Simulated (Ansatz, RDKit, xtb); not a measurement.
# C4H9BO: ranking a sample of isomers, part 2 of 2

Which of a sample of isomers of C4H9BO is the most stable in the gas at 298.15 K, and what are its properties? The sample is small against all isomers, and the most stable one of this formula need not be in it.

xtb, Ansatz and PySCF; isolated molecules.

### 10 c782a at MP2/def2-TZVPP

input.yaml reads:

```yaml
crystal:
  periodic: [false, false, false]
  atoms:
    - symbol: C
      position_ang: [-0.214935, 1.753322, -1.256682]
    - symbol: C
      position_ang: [-1.676471, 1.690729, -1.728854]
    - symbol: C
      position_ang: [-1.420359, 1.251385, -0.349646]
    - symbol: C
      position_ang: [-0.742661, -0.471268, 1.071801]
    - symbol: B
      position_ang: [0.455520, 3.020339, -0.741752]
    - symbol: O
      position_ang: [-1.477692, -0.099721, -0.080257]
    - symbol: H
      position_ang: [-0.235261, 3.957770, -0.370885]
    - symbol: H
      position_ang: [1.666714, 3.102792, -0.636781]
    - symbol: H
      position_ang: [0.389505, 0.895529, -1.596310]
    - symbol: H
      position_ang: [-2.205855, 2.642561, -1.885637]
    - symbol: H
      position_ang: [-1.907082, 0.895305, -2.453778]
    - symbol: H
      position_ang: [-1.705304, 1.911694, 0.491954]
    - symbol: H
      position_ang: [0.342098, -0.239137, 0.957328]
    - symbol: H
      position_ang: [-1.114470, 0.049427, 1.985293]
    - symbol: H
      position_ang: [-0.867627, -1.562309, 1.206362]
basis:
  gaussian:
    orbitals: def2-TZVPP
correlation:
  method: mp2
  frozen_orbitals: {B: 1, C: 1, O: 1, H: 0}
```

The run is started by

```bash
$ ansatz run input.yaml --threads 2 --pin off --max-ram 5220MiB --events-out events.jsonl --progress --plain --runs-dir runs
```

The log of the run:

```text
Warning: RAYON_NUM_THREADS=2 ignored (pool sized by the plan → 2); use --threads N
Functional definition: HF
  name "HF"
  exchange = exact_x
  correlation = 0
1848 factors; integrals over basis functions are off by at most 1.1e-3 eV
mean field evaluation 1: about -6969.6465 eV, gradient 3.7e1 eV
mean field evaluation 2: about -6969.9662 eV, gradient 3.7e1 eV
mean field evaluation 4: about -6973.8010 eV, gradient 5.0e0 eV
mean field evaluation 8: about -6973.8727 eV, gradient 3.5e-1 eV
mean field -6973.87337819 eV, -256.2851195874 hartree, gradient 1.7e-6 eV, S^2 0.000000; 0 other end points of the search recorded, 0 dependent functions left out
6 core orbitals not correlated: weight in the atoms' cores, before any rotation towards them, 1.000 or more for the frozen orbitals, at most 0.000 for the correlated occupied ones
reference -6973.87337819 eV, -256.2851195874 hartree; 17, 17 occupied and 289, 289 virtual orbitals, 1848 factors
second order -27.64656078 eV of doubles, -0.00000000 eV of singles
Total energy: -7001.51993897 eV, -257.3011119566 hartree
```

It took 11 s on 2 threads of Intel Xeon 6975P-C (Granite Rapids), shared host; peak memory 0.99 GiB.

### 11 c482a at CCSD(T)/def2-SVP

input.yaml reads:

```yaml
crystal:
  periodic: [false, false, false]
  atoms:
    - {symbol: C, position_ang: [-0.291281, 2.284785, -0.853326]}
    - {symbol: C, position_ang: [-1.404963, 1.915372, -1.873211]}
    - {symbol: C, position_ang: [-0.675809, 0.813459, -1.232462]}
    - {symbol: C, position_ang: [-0.576069, -0.438723, 0.734801]}
    - {symbol: B, position_ang: [-0.673415, 2.843320, 0.519440]}
    - {symbol: O, position_ang: [-1.366771, 0.017195, -0.340638]}
    - {symbol: H, position_ang: [-1.708468, 2.493026, 1.058856]}
    - {symbol: H, position_ang: [0.043685, 3.650096, 1.085154]}
    - {symbol: H, position_ang: [0.654344, 2.608346, -1.320123]}
    - {symbol: H, position_ang: [-1.207592, 2.151524, -2.929866]}
    - {symbol: H, position_ang: [-2.441108, 2.073812, -1.537944]}
    - {symbol: H, position_ang: [0.121599, 0.291342, -1.800698]}
    - {symbol: H, position_ang: [0.330640, -0.989032, 0.389420]}
    - {symbol: H, position_ang: [-0.239251, 0.416481, 1.373777]}
    - {symbol: H, position_ang: [-1.200806, -1.116596, 1.346862]}
basis:
  gaussian:
    orbitals: def2-SVP
correlation:
  method: ccsd_t
  frozen_orbitals: {B: 1, C: 1, O: 1, H: 0}
```

The run is started by

```bash
$ ansatz run input.yaml --threads 2 --pin off --max-ram 5220MiB --events-out events.jsonl --progress --plain --runs-dir runs
```

The log of the run (excerpt; [...] marks lines left out):

```text
Warning: RAYON_NUM_THREADS=2 ignored (pool sized by the plan → 2); use --threads N
[... 2 set-up lines as earlier in the session ...]
[...]
1328 factors; integrals over basis functions are off by at most 1.1e-3 eV
[...]
mean field -6966.05018385 eV, -255.9976224982 hartree, gradient 1.3e-6 eV, S^2 0.000000; 0 other end points of the search recorded, 0 dependent functions left out
6 core orbitals not correlated: weight in the atoms' cores, before any rotation towards them, 1.000 or more for the frozen orbitals, at most 0.000 for the correlated occupied ones
reference -6966.05018385 eV, -255.9976224982 hartree; 17, 17 occupied and 106, 106 virtual orbitals, 1328 factors
second order -22.45184436 eV of doubles, -0.00000000 eV of singles
cycle   1  -23.42980447 eV  change   -9.8e-1 eV  update   1.1e-1
[...]
cycle  10  -24.18365831 eV  change    2.5e-6 eV  update   1.9e-5
perturbative correction -0.76471734 eV, -0.0281028437 hartree
Total energy: -6990.99855950 eV, -256.9144583927 hartree
```

Wall time 15 s (2 threads of Intel Xeon 6975P-C (Granite Rapids), shared host); peak memory 0.98 GiB.

### 12 Free energies and the winner

Energies in kcal/mol from c782a; G adds the thermal terms to the CCSD(T)/def2-SVP + MP2/def2-TZVPP - MP2/def2-SVP energy. The columns left of the relaxed level are at the tight-binding geometries.

| label | SMILES | spin | GFN2-xTB | HF/STO-3G | r2SCAN-D4/def2-SVP | PBE-D3(BJ)/def2-SVP | HF/def2-SVP | MP2/def2-SVP | CCSD(T)/def2-SVP + MP2/def2-TZVPP - MP2/def2-SVP | G | share at equilibrium | T1 |
| --- | --- | --- | --- | --- | --- | --- | --- | --- | --- | --- | --- | --- |
| c782a | B[C@@H]1C[C@H]1OC | singlet | 0.0 | 0.0 | 0.0 | 0.0 | 0.0 | 0.0 | 0.0 | 0.0 | 70.2 % | 0.011 |
| c482a | B[C@@H]1C[C@@H]1OC | singlet | 0.0 | 1.4 | 0.2 | 0.2 | 0.4 | 0.0 | 0.3 | 0.6 | 23.8 % | 0.011 |
| c980a | BC1(OC)CC1 | singlet | 1.5 | 1.6 | 1.9 | 2.4 | 2.0 | 1.5 | 1.4 | 1.4 | 6.1 % | 0.010 |

Lowest found: c782a, `B[C@@H]1C[C@H]1OC`, a singlet. Bond lengths: C1–C2 1.537 Å, C1–C3 1.590 Å, C2–C3 1.470 Å, C1–B5 1.523 Å, C3–O6 1.379 Å, C4–O6 1.416 Å, B5–H7 1.222 Å, B5–H8 1.219 Å, C1–H9 1.103 Å, C2–H10 1.100 Å, C2–H11 1.101 Å, C3–H12 1.107 Å, C4–H13 1.115 Å, C4–H14 1.115 Å, C4–H15 1.106 Å. Some angles: C1–C2–C3 63.8°, C2–C1–C3 56.0°, C2–C1–B5 123.8°, C3–C1–B5 113.8°, C1–C3–C2 60.2°, C1–C3–O6 116.9°, C2–C3–O6 118.0°, C3–O6–C4 113.2°, C1–C2–H10 117.8°, C1–C2–H11 115.5°.

```xyz
15

C    -0.2149    1.7533   -1.2567
C    -1.6765    1.6907   -1.7289
C    -1.4204    1.2514   -0.3496
C    -0.7427   -0.4713    1.0718
B     0.4555    3.0203   -0.7418
O    -1.4777   -0.0997   -0.0803
H    -0.2353    3.9578   -0.3709
H     1.6667    3.1028   -0.6368
H     0.3895    0.8955   -1.5963
H    -2.2059    2.6426   -1.8856
H    -1.9071    0.8953   -2.4538
H    -1.7053    1.9117    0.4920
H     0.3421   -0.2391    0.9573
H    -1.1145    0.0494    1.9853
H    -0.8676   -1.5623    1.2064
```

### 13 Summary of results

The summary covers parts 1 to 2.

| quantity | value |
| --- | --- |
| lowest structure found | B[C@@H]1C[C@H]1OC, singlet |
| next finalist | B[C@@H]1C[C@@H]1OC, singlet, 0.6 kcal/mol higher in G |
| share at equilibrium, among the finalists | 70.2 % |
| funnel | 4 starts, 3 minima at GFN2-xTB, 5 screening runs, 3 relaxed, 3 ranked |
| CPU time of all runs | 4.2 min |

`B[C@@H]1C[C@H]1OC` comes out lowest. The next finalist is drawn with the same bonds. At 0.6 kcal/mol the two aren't resolved. GFN2-xTB, HF/STO-3G, r2SCAN-D4/def2-SVP, PBE-D3(BJ)/def2-SVP, HF/def2-SVP and MP2/def2-SVP already put its bonding pattern lowest among the structures in one piece. The largest share of the time went into the final energies (52 %). The search is not exhaustive (a finite list of starts, one conformer a finalist), so a lower isomer can't be ruled out. Only 3 drawn patterns were tried, so whole families of isomers are missing, and the result ranks this sample alone.
